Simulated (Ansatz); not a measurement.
# GaPN (quartet): the correlation ladder at a displaced geometry (v1), cc-pVDZ

The task here is to estimate one member of a computed series from the others.

Method: cc-pVDZ, core rule «outside noble gas», up to 20 orbitals frozen; program: Ansatz 0.2.0, Gaussian basis.

Plan: UHF; CCSD(T) on ROHF; CCSD(T) on UHF; BCCD(T) on ROHF; CISD as a restricted active space (open shells left free, so some higher excitations enter); CCSDT(Q) on ROHF; CCSDT(Q) on UHF.

35 further runs of the same task are left out: 8 for a known fault of the program, 12 that didn't finish, 15 set aside as unsound or not needed. Runs told in other sessions of the task aren't counted.

### What is computed

The geometry is a PBE0/def2-TZVP stationary point (not a proven minimum) with its atoms shifted at random (size 0.040 Å). No spin-orbit coupling is included. The filled d shell of Ga may be among the frozen orbitals whatever the setting's name suggests.

3 atoms, charge 0, spin multiplicity 4.

Atoms are counted from 1 here; the program's logs count them from 0.

Bond lengths: N1–Ga2 1.825 Å, Ga2–P3 2.133 Å. Angles: N1–Ga2–P3 177.5°.

The first run:

Contents of in.yaml:

```yaml
crystal:
  periodic: [false, false, false]
  atoms:
    - {symbol: N, position_ang: [-0.015433, -0.009008, -1.927260]}
    - {symbol: Ga, position_ang: [-0.016266, -0.025151, -0.102013]}
    - {symbol: P, position_ang: [0.031698, 0.034159, 2.029273]}
basis:
  gaussian: {orbitals: cc-pVDZ}
magnetization: {spin_polarized: true, initial_magnetization: 3}
hamiltonian: {xc: hf}
output: {orbitals: {seedname: orbitals}}
```

Started as:

```sh
$ ansatz run in.yaml --threads 1 --pin off --events-out ev --progress --plain --max-ram 2393MiB
```

Among the steps run: UHF; CCSD(T) on ROHF; CCSD(T) on UHF; BCCD(T) on ROHF; CISD as a restricted active space (open shells left free, so some higher excitations enter); CCSDT(Q) on ROHF; CCSDT(Q) on UHF.

One of the session's tables, all rows but one given; the rest of the session is left out.

```
   method  from RCCSDT(Q) (kJ/mol)
      UHF                   +764.3
     RMP2                   +119.1
     UMP2                   +162.7
    RCCSD                    +52.7
    UCCSD                    +41.8
 RCCSD(T)                     +9.5
 UCCSD(T)                        ?
  BCCD(T)                    +11.2
   RCCSDT                     +5.7
   UCCSDT                     +3.3
RCCSDT(Q)                        0
UCCSDT(Q)                     -0.9
```

**Question.** Estimate the row for UCCSD(T).

The run gave: from RCCSDT(Q) (kJ/mol): +11.3. In the column «from RCCSDT(Q) (kJ/mol)» it lies between BCCD(T) (+11.2) and UCCSD (+41.8).

Not comparable, so not listed: CISD as a restricted active space (open shells left free, so some higher excitations enter) (they don't share determinant, frozen orbitals or solution with the rows shown, or repeat one).

To keep in mind: The report flags that the cluster equations may have other roots. Left out of the table: ROHF (another determinant or state than the rows shown). The program flags RCCSD(T), BCCD(T), RCCSDT(Q) as in doubt, so the zero of the table is itself unsure. Warnings: spin contamination; coupled cluster took another determinant than the lowest; large T1 diagnostic. Restricted and unrestricted rows rest on different reference determinants; a gap between their highest levels can come from leftover correlation error, from unlike frozen cores or from another state.
